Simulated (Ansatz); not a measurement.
Working through a comparison of functionals at one structure of YHSe, space group P-6m2

Program: Ansatz 0.2.0 through its Python package.

Run as a notebook:

```python
import ansatz as az
```

```python
structure = (
    az.Lattice.from_parameters(3.840931, 3.840931, 3.91555, alpha=90.0, beta=90.0, gamma=120.0)
    .atom("Y", [0.0, 0.0, 0.0])
    .atom("H", [1 / 3, 2 / 3, 0.0])
    .atom("Se", [2 / 3, 1 / 3, 0.5])
)
```

```python
base = (
    structure.calculation()
    .occupations(az.OccupationsMethod.FIXED)
    .kpoints(density=1.5)
    .scf(max_iterations=80, extra_bands=8, lower_state_search="light")
    .stress()
)
```

```python
rows = []
for value in ["blyp", "r2scan", "lda"]:
    data = base.functional(value).run(threads=1).report
    rows.append((value, data["free_energy_ev"] / len(data["lattice"]["sites"]), data["n_iterations"], sum(data["stress_gpa"][i][i] for i in range(3)) / 3, data["n_kpoints"]))
```

    DeckWarning: basis.ecutwfc = 420 eV, auto-derived from the records' recommended cutoffs: set by Y (normal level)
    DeckWarning: basis.ecutwfc = 500 eV, auto-derived from the records' recommended cutoffs: set by Y (their level for a meta-GGA)

```python
print("  functional   F/atom (eV)    iterations       P (GPa)      k-points")
for row in rows:
    print(f"{str(row[0]):>12s}  {row[1]:12.5f}  {row[2]:12d}  {row[3]:12.3f}  {row[4]:12d}")
```

      functional   F/atom (eV)    iterations       P (GPa)      k-points
            blyp   -3120.49274             6         4.989             6
          r2scan   -3119.56747             6         0.647             6
             lda   -3049.65402             6        -4.868             6

From lowest to highest: LDA (-4.9 GPa), r2SCAN (0.6 GPa) and BLYP (5.0 GPa). At a fixed cell a lower pressure usually means a smaller equilibrium volume, so LDA prefers the smallest cell and BLYP the largest. Gaps by band count in the reports: BLYP 2.03 eV, r2SCAN 2.31 eV and LDA 1.62 eV (Kohn-Sham values on this mesh, as a rule under measured gaps).

Reading the output:
- Energy and stress may still move on a finer k-point mesh.
- Pressure is positive in compression.
- The structure comes from a database of computed cells and needn't be a stable or known phase.
- Warnings are shown shortened and without file and line.
- Total energies of different functionals can't be compared; pressures, moments and gaps at this one structure can.
- It ran for 4.5 s on 1 thread of Arm Neoverse V2, on a shared host, peak memory 0.47 GiB.
